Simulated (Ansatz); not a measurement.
What does this script print? It uses Ansatz 0.2.0 through its Python package.

`scan_ch5bn2.py`:
```python
# -*- coding: utf-8 -*-
"""Potential curve of CH5BN2 along one bond."""

import warnings

import ansatz as az
import numpy as np

BASIS = "def2-SVP"
FUNCTIONAL = "hf"

warnings.simplefilter("ignore", az.DeckWarning)

mol = (
    az.Crystal.molecule()
    .atom("N", (0.3676, 1.0904, -0.7269))
    .atom("C", (-0.3132, -0.0251, -0.1239))
    .atom("B", (0.6776, -1.0793, 0.3727))
    .atom("N", (-0.0035, -0.0427, 1.2781))
    .atom("H", (0.3655, 0.9452, -1.7846))
    .atom("H", (-0.3285, 1.9613, -0.6093))
    .atom("H", (-1.3055, -0.3149, -0.444))
    .atom("H", (1.4626, -1.9937, 0.2375))
    .atom("H", (-0.8341, -0.5875, 1.7832))
)

symbols = [site.symbol for site in mol.cartesian_sites]
start = np.array([site.position_ang for site in mol.cartesian_sites])
axis = (start[0] - start[1]) / np.linalg.norm(start[0] - start[1])
moving = [0, 4, 5]
lengths, energies = [1.22, 1.32, 1.44, 1.58, 1.8, 2.16, 2.59, 3.17], []
for length in lengths:
    xyz = start.copy()
    xyz[moving] += (length - np.linalg.norm(start[0] - start[1])) * axis
    point = az.Crystal.molecule()
    for symbol, place in zip(symbols, xyz):
        point = point.atom(symbol, place.tolist())
    calc = (
        point.calculation()
        .basis(gaussian=BASIS)  # the orbital basis, by name
        .functional(FUNCTIONAL)
    )
    data = calc.run().report
    energies.append(data["free_energy_ev"])
    print(f"r = {length:6.3f} A  E = {energies[-1]:.5f} eV  <S^2> = {abs(data['mean_field']['state']['spin_squared']):.3f}")

print("energy above the lowest point (eV):", [round(e - min(energies), 3) for e in energies])
```

`python scan_ch5bn2.py` gives:
```text
r =  1.220 A  E = -4736.98196 eV  <S^2> = 0.000
r =  1.320 A  E = -4738.10331 eV  <S^2> = 0.000
r =  1.440 A  E = -4738.49619 eV  <S^2> = 0.000
r =  1.580 A  E = -4738.25276 eV  <S^2> = 0.000
r =  1.800 A  E = -4737.25689 eV  <S^2> = 0.000
r =  2.160 A  E = -4735.40129 eV  <S^2> = 0.000
r =  2.590 A  E = -4733.60398 eV  <S^2> = 0.000
r =  3.170 A  E = -4731.96614 eV  <S^2> = 0.000
energy above the lowest point (eV): [1.514, 0.393, 0.0, 0.243, 1.239, 3.095, 4.892, 6.53]
```

What to keep in mind:
- Total energies depend on the basis set; only differences at equal settings carry meaning.
- The rest of the molecule is held rigid at a force-field or estimated start geometry, and the basis set is modest; single-reference methods fail as a bond breaks.
- Hartree-Fock leaves correlation out, so bond, atomisation and ionisation energies come out well too low.
- The orbitals are restricted, so S² is zero by construction.
- Toward dissociation an unrestricted state can lie under the restricted one, by tenths of an eV for polar bonds under a functional and by 1 to 2 eV or more for others.
- The whole script took 5.2 s on 1 thread of Intel(R) Xeon(R) Platinum 8488C (Sapphire Rapids) (shared host), peak memory 0.22 GiB.

(A comment or docstring line of the script was reworded after the run, the code is as it ran; lines on the test bed's own set-up are left out of the output.)
